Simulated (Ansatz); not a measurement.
# ZnSb2O: the cost of one run

Method: DFT PBE, scalar-relativistic, plane waves, PAW, in Ansatz 0.2.0.

### 1 The system as given

The structure is hexagonal, space group P6mm (No. 183). Conventional cell: a = 4.514 Å, b = 4.514 Å, c = 5.543 Å, α = 90.00°, β = 90.00°, γ = 120.00°. Zn (site symmetry 6mm) has 2 O at 2.65 to 2.89 Å as nearest neighbours. Around Sb (site symmetry 3m) lie 3 Sb at 2.61 Å and 3 O at 2.62 Å. O (site symmetry 6mm) is surrounded by 6 Sb at 2.62 Å and 2 Zn at 2.65 to 2.89 Å.

Structure file:

```xyz
4
Lattice="4.5144 0.0000 0.0000 -2.2572 3.9096 0.0000 0.0000 0.0000 5.5429" Properties=species:S:1:pos:R:3 pbc="T T T"
Zn    0.0000    0.0000    3.1763
Sb    0.0000    2.6064    0.0535
Sb    2.2572    1.3032    0.0535
O     0.0000    0.0000    0.2831
```

The cell is invented: random cell by space group and Wyckoff sites (P6mm, No. 183). Lengths come from tabulated atomic sizes and are only a guess.

### 2 Probe: one point on a coarse mesh

File input.yaml:

```yaml
crystal:
  lattice:
    - [4.51442629, 0.0, 0.0]
    - [-2.25721314, 3.90960785, 0.0]
    - [0.0, 0.0, 5.54291213]
  atoms:
    - { symbol: Zn, position: [0.0, 0.0, 0.57304369] }
    - { symbol: Sb, position: [0.33333333, 0.66666667, 0.00965782] }
    - { symbol: Sb, position: [0.66666667, 0.33333333, 0.00965782] }
    - { symbol: O, position: [0.0, 0.0, 0.05107181] }
basis:
  ecutwfc: 420
kpoints:
  mp_grid: { grid: [6, 6, 4] }
hamiltonian:
  xc: pbe
scf:
  occupations: { method: gaussian, width: 0.1 }
  lower_state_search: "off"
output:
  forces: true
  stress: true
  eigenvalues: true
```

The run is started by

```sh
> ansatz run input.yaml --threads 1 --pin off --max-ram 2560MiB --backend cpu --events-out ev --progress --plain --runs-dir out
```

What time and memory should one allow on 1 thread of Intel Xeon at 2.70GHz, shared host?

About 4.7 s, with a peak of 0.38 GiB.
